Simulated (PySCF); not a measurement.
**Yb(SH)3: other functionals and bases at one geometry**

One table from this session's results is given with a row withheld; the runs are named, their logs left out.

Method: several levels, as the steps say, no spin–orbit coupling; program: PySCF 2.14.0.

2 further runs of the same task are left out: 2 for a known fault of the program.

### The system as given

7 atoms, charge 0, spin multiplicity 1.

Bond lengths: Yb1–S2 2.549 Å, Yb1–S4 2.549 Å, Yb1–S6 2.549 Å, S2–H3 1.358 Å, S4–H5 1.358 Å, S6–H7 1.358 Å. Angles: S2–Yb1–S4 120.0°, S2–Yb1–S6 120.0°, S4–Yb1–S6 120.0°, Yb1–S2–H3 93.9°, Yb1–S4–H5 93.9°, Yb1–S6–H7 93.9°.

Geometry (Å):

```xyz
7
H3S3Yb
Yb    0.0000    0.0000    0.8594
S     2.5103   -0.4412    0.8778
H     2.8358    0.8769    0.8872
S    -0.8730    2.3946    0.8778
H    -2.1773    2.0174    0.8872
S    -1.6372   -1.9533    0.8778
H    -0.6585   -2.8943    0.8872
```

Formal oxidation states: Yb +3. Each metal's 13 4f electrons lie in its core potential, so multiplicities, spins and levels count the valence alone. An earlier session relaxed this geometry at B3LYP, Yb lcecp-1-SVP with ECP59, S def2-SVP, H def2-SVP (singlet, point group C3).

At B3LYP on the finer grid: E = -1235.640724 Eh, HOMO -7.21 eV, LUMO -2.73 eV, Mulliken charge on Yb1 +0.73 e, largest force component 0.010 eV/Å. 

Levels to run: PBE; BLYP; r2SCAN; HF; B3LYP, TZVP. Hardware: 2 threads of Arm Neoverse V2, shared host.

The first run:

run.py (the lines that set the calculation)

```python
mol = gto.M(atom='''
Yb     0.00000     0.00000     0.85940
S      2.51025    -0.44121     0.87777
H      2.83581     0.87690     0.88719
S     -0.87303     2.39455     0.87777
H     -2.17732     2.01744     0.88719
S     -1.63722    -1.95334     0.87777
H     -0.65849    -2.89434     0.88719''',
    basis={'Yb': 'lcecp-1-SVP', 'S': 'def2-SVP', 'H': 'def2-SVP'},
    ecp={'Yb': 'lcecp-1-SVP'},
    charge=0, spin=0)
mf = dft.RKS(mol, xc='PBE')
mf.grids.atom_grid = (75, 302)  # f atoms: unpruned, at least (60, 302)
mf = mf.density_fit()  # fitting sets: Yb AutoAux, S def2-universal-JKFIT, H def2-universal-JKFIT
mf.conv_tol = 1e-08; mf.max_cycle = 55
mf.kernel(dm0)  # dm0: the density of the relaxed state
```

Run with:

```sh
$ OMP_NUM_THREADS=2 python run.py
```

Steps of the session up to this table: PBE; BLYP; r2SCAN; HF; B3LYP, TZVP.

One table of the session follows, with a row left open; its other results are not shown here.

| level | HOMO (eV) | gap (eV) | charge on Yb1 (e) | dipole (D) | largest force component (eV/Å) |
| --- | --- | --- | --- | --- | --- |
| B3LYP (relaxed here) | -7.21 | 4.48 | 0.73 | 0.09 | 0.01 |
| PBE | ? | ? | ? | ? | ? |
| BLYP | -6.08 | 2.97 | 0.59 | 0.08 | 0.27 |
| r2SCAN | -6.65 | 3.76 | 0.82 | 0.09 | 0.12 |
| HF | -10.26 | 10.28 | 1.17 | 0.11 | 0.56 |
| B3LYP, TZVP | -7.33 | 4.55 | 1.22 | 0.10 | 0.24 |

Q: Estimate the row for PBE from the others.

As computed: HOMO (eV): -6.31; gap (eV): 3.16; charge on Yb1 (e): 0.65; dipole (D): 0.09; largest force component (eV/Å): 0.25. In the column «HOMO (eV)» it lies between r2SCAN (-6.65) and BLYP (-6.08).

In one basis the HOMO–LUMO gap runs from 2.97 eV (BLYP) to 10.28 eV (HF). The largest leftover force, 0.56 eV/Å with HF, stands at a geometry relaxed at another level. With 4f in the core, its levels are missing from HOMO and gap, and its count is fixed, so no charge can pass from the ligands into it. Total energies of different levels can't be compared.
